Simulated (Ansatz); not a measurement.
# C2H7AlOSi: the cost of one run

All numbers below are computed with Ansatz 0.2.0 (RKS BHLYP/def2-SVP).

## Step 1: Starting point

Bond lengths: Al1–C2 2.007 Å, C2–Si3 1.903 Å, C2–C4 1.505 Å, C2–O5 1.424 Å, C4–O5 1.392 Å, Al1–H6 1.662 Å, Al1–H7 1.562 Å, Si3–H8 1.431 Å, Si3–H9 1.408 Å, Si3–H10 1.460 Å, C4–H11 1.055 Å, C4–H12 1.133 Å. Angles (14 of 22 angles, heavy atoms first): Al1–C2–Si3 122.4°, Al1–C2–C4 116.1°, Al1–C2–O5 110.7°, Si3–C2–C4 119.8°, Si3–C2–O5 110.3°, C4–C2–O5 56.7°, C2–C4–O5 58.7°, C2–O5–C4 64.6°, C2–Al1–H6 116.7°, C2–Al1–H7 122.9°, C2–Si3–H8 106.8°, C2–Si3–H9 109.2°, C2–Si3–H10 107.6°, C2–C4–H11 118.3°.

Structure file:

```xyz
12

Al    1.0858    0.9054    1.4491
C     0.1821   -0.0591   -0.0614
Si   -1.6377    0.2492   -0.5250
C     0.8921   -1.2770   -0.5885
O     0.9989   -0.0455   -1.2281
H     0.2702    2.1974    2.1031
H     2.5092    0.5239    1.9676
H    -2.4248   -0.1515    0.6007
H    -1.9566   -0.5023   -1.6725
H    -1.8004    1.6824   -0.7479
H     1.7432   -1.6241   -0.0699
H     0.2149   -1.9540   -1.1932
```

## Step 2: End point A

File input.yaml:

```yaml
crystal:
  periodic: [false, false, false]
  atoms:
    - { symbol: Al, position_ang: [1.0858, 0.9054, 1.4491] }
    - { symbol: C, position_ang: [0.1821, -0.0591, -0.0614] }
    - { symbol: Si, position_ang: [-1.6377, 0.2492, -0.525] }
    - { symbol: C, position_ang: [0.8921, -1.277, -0.5885] }
    - { symbol: O, position_ang: [0.9989, -0.0455, -1.2281] }
    - { symbol: H, position_ang: [0.2702, 2.1974, 2.1031] }
    - { symbol: H, position_ang: [2.5092, 0.5239, 1.9676] }
    - { symbol: H, position_ang: [-2.4248, -0.1515, 0.6007] }
    - { symbol: H, position_ang: [-1.9566, -0.5023, -1.6725] }
    - { symbol: H, position_ang: [-1.8004, 1.6824, -0.7479] }
    - { symbol: H, position_ang: [1.7432, -1.6241, -0.0699] }
    - { symbol: H, position_ang: [0.2149, -1.954, -1.1932] }
basis:
  gaussian: { orbitals: def2-SVP }
hamiltonian:
  xc: { name: BHLYP }
relax:
  f_tol: 0.02
  max_steps: 50
output:
  orbitals: {}
```

Command:

```sh
> ansatz run input.yaml --threads 2 --pin off --max-ram 3072MiB --backend cpu --events-out ev --progress --plain --runs-dir out
```

**Question.** How long does this run take on 2 threads of Intel Xeon 6975P-C (Granite Rapids), shared host, and how much memory does it need?

About 37 s, with a peak of 0.27 GiB.
